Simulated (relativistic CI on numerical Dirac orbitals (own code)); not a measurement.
**Mo³¹⁺: how the levels respond to the fine-structure constant and the nuclear radius**

Aim: the factor q = dE/dx of each excitation energy, x = (α/α0)² − 1, by finite differences, and the field-shift factor by the mean square nuclear radius, for the lowest 12 levels.

Program: relativistic CI on numerical Dirac orbitals (own code) version 2. Level of theory: Dirac-Coulomb-Breit CI, KLI orbitals optimised for each configuration, derivatives by finite differences. These are calculated values, not measurements, unless marked.

## (1) The system

* ion: Mo³¹⁺ (Mo XXXII)
* nuclear charge: 42
* electrons: 11
* isotope: A = 98
* first configuration: [Ne] 3s

The outer shells:

[Ne] 3s1
```
[Ne] core
3s [↑ ]
```

## (2) The run

Input settings:

```ini
atom Mo  Z=42  charge=31  electrons=11
nucleus A=98  rms_radius_fm=4.4091
hamiltonian dirac-coulomb  breit=on  qed=off  c_scale=1
orbitals kli  potential=per-configuration
slater_scale 1
correlation none
mixing on
configurations
  [Ne] 3s
  [Ne] 3p
  [Ne] 3d
  [Ne] 4s
  [Ne] 4p
  [Ne] 4d
  [Ne] 4f
end
derivatives alpha2 +-0.01 radius +-1%
```

Main fields of the result record, rounded:

```text
{
  "status": "converged",
  "levels [i, E_cm, J2, conf, term, w_term]": [
    [0, 0, 1, "3s", "2S", 1],
    [1, 572069.55, 1, "3p", "2P*", 1],
    [2, 787426.23, 3, "3p", "2P*", 1],
    [3, 1531380.2, 3, "3d", "2D", 1],
    [4, 1575472.2, 5, "3d", "2D", 1],
    [5, 6630246.3, 1, "4s", "2S", 1],
    [6, 6864970.1, 1, "4p", "2P*", 1],
    [7, 6951689.1, 3, "4p", "2P*", 1],
    [8, 7231133.1, 3, "4d", "2D", 1],
    [9, 7250513, 5, "4d", "2D", 1],
    [10, 7393090.6, 5, "4f", "2F*", 1],
    [11, 7401033.8, 7, "4f", "2F*", 1]
  ],
  "sensitivity [i, q_alpha_cm, field_shift_GHz_per_fm2]": [
    [0, 0, 0],
    [1, 3.852e+04, -228.6],
    [2, 2.663e+05, -231.8],
    [3, 2.759e+05, -227.7],
    [4, 3.201e+05, -227.4],
    [5, 1.866e+05, -132.3],
    [6, 2.009e+05, -223.3],
    [7, 2.925e+05, -224.7],
    [8, 2.955e+05, -223],
    [9, 3.15e+05, -222.9],
    [10, 3.111e+05, -221],
    [11, 3.191e+05, -221]
  ],
  "n_levels_all": 12,
  "configurations [conf, odd, states]": [
    ["3s", 0, 2],
    ["3p", 1, 6],
    ["3d", 0, 10],
    ["4s", 0, 2],
    ["4p", 1, 6],
    ["4d", 0, 10],
    ["4f", 1, 14]
  ]
}
```

It took 0.38 s on 1 thread, shared host.

The relative sensitivity K = 2q/E of the transition from the lowest level:

```tsv
level	energy (eV)	q (cm⁻¹)	K	field shift (GHz/fm²)
3p 2P°1/2	70.93	38520	0.135	-229
3p 2P°3/2	97.63	266300	0.676	-232
3d 2D3/2	189.87	275900	0.360	-228
3d 2D5/2	195.33	320100	0.406	-227
4s 2S1/2	822.05	186600	0.056	-132
4p 2P°1/2	851.15	200900	0.059	-223
4p 2P°3/2	861.90	292500	0.084	-225
4d 2D3/2	896.55	295500	0.082	-223
4d 2D5/2	898.95	315000	0.087	-223
4f 2F°5/2	916.63	311100	0.084	-221
4f 2F°7/2	917.61	319100	0.086	-221
```

## (3) Results

| quantity | value |
| --- | --- |
| lowest level | 3s 2S1/2 |
| largest q in size, lowest 12 levels | 320100 cm⁻¹ (3d 2D5/2) |
| largest field-shift factor among them | -232 GHz/fm² (3p 2P°3/2) |

Among these levels the largest q belongs to 3d 2D5/2, a change of configuration. K = 2q/E, the relative sensitivity of a level, hangs on the computed energy: between configurations that lie close it can be off by a factor of several.
